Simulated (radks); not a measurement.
# Ionising platinum step by step, Pt²⁰⁺ to Pt³⁹⁺

Wanted: the ionisation ladder of platinum and its errors against NIST. The LB94 potential has no energy functional, so minus the highest eigenvalue is the estimate.

Method: Dirac Kohn-Sham, LB94 model potential, spin-unpolarised, spherical densities, finite nucleus; open shells fill j = l - 1/2 first. Code: radks (a radial shooting solver on a logarithmic mesh, Libxc functionals) version 1.

### 1 The atom as given

* element: platinum (Z = 78)
* charges: 20 to 39
* first configuration: [Kr] 4d10 4f12
* last configuration: [Kr] 4d3

LB94 adds a gradient term to the LDA potential that gives it a −1/r tail. It is a model potential with no energy functional, so Etot and Exc are not given.

### 2 Pt²⁰⁺, [Kr] 4d10 4f12

Input:

```text
Z 78
configuration [Kr] 4d10 4f12
relativity Dirac
functional lda,pw
model_potential LB94
spin unpolarised
j_filling energy
nucleus finite rms 5.427 fm
c 137.035999084
```

### 3 Pt²¹⁺, [Kr] 4d10 4f11

Input: that of step 2 with these lines changed.

```diff
@@ -1,3 +1,3 @@
 Z 78
-configuration [Kr] 4d10 4f12
+configuration [Kr] 4d10 4f11
 relativity Dirac
```

### 4 Pt²²⁺, [Kr] 4d10 4f10

Input: that of step 3 with these lines changed.

```diff
@@ -1,3 +1,3 @@
 Z 78
-configuration [Kr] 4d10 4f11
+configuration [Kr] 4d10 4f10 5s0 5p0
 relativity Dirac
```

### 5 Pt²³⁺, [Kr] 4d10 4f9

Input: that of step 4 with these lines changed.

```diff
@@ -1,3 +1,3 @@
 Z 78
-configuration [Kr] 4d10 4f10 5s0 5p0
+configuration [Kr] 4d10 4f9 5s0 5p0
 relativity Dirac
```

### 6 Pt²⁴⁺, [Kr] 4d10 4f8

Input: that of step 5 with these lines changed.

```diff
@@ -1,3 +1,3 @@
 Z 78
-configuration [Kr] 4d10 4f9 5s0 5p0
+configuration [Kr] 4d10 4f8
 relativity Dirac
```

### 7 Pt²⁵⁺, [Kr] 4d10 4f7

Input: that of step 6 with these lines changed.

```diff
@@ -1,3 +1,3 @@
 Z 78
-configuration [Kr] 4d10 4f8
+configuration [Kr] 4d10 4f7
 relativity Dirac
```

### 8 Pt²⁶⁺, [Kr] 4d10 4f6

Input: that of step 7 with these lines changed.

```diff
@@ -1,3 +1,3 @@
 Z 78
-configuration [Kr] 4d10 4f7
+configuration [Kr] 4d10 4f6 5s0 5p0
 relativity Dirac
```

### 9 Pt²⁷⁺, [Kr] 4d10 4f5

Input: that of step 8 with these lines changed.

```diff
@@ -1,3 +1,3 @@
 Z 78
-configuration [Kr] 4d10 4f6 5s0 5p0
+configuration [Kr] 4d10 4f5
 relativity Dirac
```

### 10 Pt²⁸⁺, [Kr] 4d10 4f4

Input: that of step 9 with these lines changed.

```diff
@@ -1,3 +1,3 @@
 Z 78
-configuration [Kr] 4d10 4f5
+configuration [Kr] 4d10 4f4
 relativity Dirac
```

### 11 Pt²⁹⁺, [Kr] 4d10 4f3

Input: that of step 10 with these lines changed.

```diff
@@ -1,3 +1,3 @@
 Z 78
-configuration [Kr] 4d10 4f4
+configuration [Kr] 4d10 4f3 5s0 5p0
 relativity Dirac
```

### 12 Pt³⁰⁺, [Kr] 4d10 4f2

Input: that of step 11 with these lines changed.

```diff
@@ -1,3 +1,3 @@
 Z 78
-configuration [Kr] 4d10 4f3 5s0 5p0
+configuration [Kr] 4d10 4f2 5s0 5p0
 relativity Dirac
```

### 13 Pt³¹⁺, [Kr] 4d10 4f1

Input: that of step 12 with these lines changed.

```diff
@@ -1,3 +1,3 @@
 Z 78
-configuration [Kr] 4d10 4f2 5s0 5p0
+configuration [Kr] 4d10 4f1
 relativity Dirac
```

### 14 Pt³²⁺, [Kr] 4d10

Input: that of step 13 with these lines changed.

```diff
@@ -1,3 +1,3 @@
 Z 78
-configuration [Kr] 4d10 4f1
+configuration [Kr] 4d10 5s0 5p0
 relativity Dirac
```

### 15 Pt³³⁺, [Kr] 4d9

Input: that of step 14 with these lines changed.

```diff
@@ -1,3 +1,3 @@
 Z 78
-configuration [Kr] 4d10 5s0 5p0
+configuration [Kr] 4d9 5s0 5p0
 relativity Dirac
```

### 16 Pt³⁴⁺, [Kr] 4d8

Input: that of step 15 with these lines changed.

```diff
@@ -1,3 +1,3 @@
 Z 78
-configuration [Kr] 4d9 5s0 5p0
+configuration [Kr] 4d8 5s0 5p0
 relativity Dirac
```

### 17 Pt³⁵⁺, [Kr] 4d7

Input: that of step 16 with these lines changed.

```diff
@@ -1,3 +1,3 @@
 Z 78
-configuration [Kr] 4d8 5s0 5p0
+configuration [Kr] 4d7
 relativity Dirac
```

### 18 Pt³⁶⁺, [Kr] 4d6

Input: that of step 17 with these lines changed.

```diff
@@ -1,3 +1,3 @@
 Z 78
-configuration [Kr] 4d7
+configuration [Kr] 4d6
 relativity Dirac
```

### 19 Pt³⁷⁺, [Kr] 4d5

Input: that of step 18 with these lines changed.

```diff
@@ -1,3 +1,3 @@
 Z 78
-configuration [Kr] 4d6
+configuration [Kr] 4d5
 relativity Dirac
```

### 20 Pt³⁸⁺, [Kr] 4d4

Input: that of step 19 with these lines changed.

```diff
@@ -1,3 +1,3 @@
 Z 78
-configuration [Kr] 4d5
+configuration [Kr] 4d4
 relativity Dirac
```

### 21 Pt³⁹⁺, [Kr] 4d3

Input: that of step 20 with these lines changed.

```diff
@@ -1,3 +1,3 @@
 Z 78
-configuration [Kr] 4d4
+configuration [Kr] 4d3
 relativity Dirac
```

Before running it: what results should come out? Wanted: for each run, species; configuration; −ε(HOMO); NIST; error.

As calculated:

```
species   configuration  −ε(HOMO) (eV)      NIST (eV)  error (%)
  Pt²⁰⁺  [Kr] 4d10 4f12         562.39   550 (theory)       +2.3
  Pt²¹⁺  [Kr] 4d10 4f11         607.07   610 (theory)       -0.5
  Pt²²⁺  [Kr] 4d10 4f10         652.99   660 (theory)       -1.1
  Pt²³⁺   [Kr] 4d10 4f9         700.10   710 (theory)       -1.4
  Pt²⁴⁺   [Kr] 4d10 4f8         748.41   760 (theory)       -1.5
  Pt²⁵⁺   [Kr] 4d10 4f7         797.88   820 (theory)       -2.7
  Pt²⁶⁺   [Kr] 4d10 4f6         853.53   870 (theory)       -1.9
  Pt²⁷⁺   [Kr] 4d10 4f5         905.63   930 (theory)       -2.6
  Pt²⁸⁺   [Kr] 4d10 4f4         958.87   980 (theory)       -2.2
  Pt²⁹⁺   [Kr] 4d10 4f3         1013.2  1040 (theory)       -2.6
  Pt³⁰⁺   [Kr] 4d10 4f2         1068.7  1090 (theory)       -2.0
  Pt³¹⁺   [Kr] 4d10 4f1         1125.3  1140 (theory)       -1.3
  Pt³²⁺       [Kr] 4d10         1398.8  1402 (theory)       -0.2
  Pt³³⁺        [Kr] 4d9         1453.6  1454 (theory)       -0.0
  Pt³⁴⁺        [Kr] 4d8         1509.0  1509 (theory)       -0.0
  Pt³⁵⁺        [Kr] 4d7         1565.0  1567 (theory)       -0.1
  Pt³⁶⁺        [Kr] 4d6         1621.7  1624 (theory)       -0.1
  Pt³⁷⁺        [Kr] 4d5         1679.0  1680 (theory)       -0.1
  Pt³⁸⁺        [Kr] 4d4         1762.2  1763 (theory)       -0.0
  Pt³⁹⁺        [Kr] 4d3         1821.7  1821 (theory)       +0.0
```

What this shows: Reference values: NIST Atomic Spectra Database (exp. measured, semi-emp. semi-empirical, theory a theoretical value adopted there). Per unit of the charge left behind, the cost jumps most at Pt³²⁺ ([Kr] 4d10): from 1125.3 to 1398.8 eV. There the highest level belongs to another shell. Spin polarisation and multiplet splitting are left out.
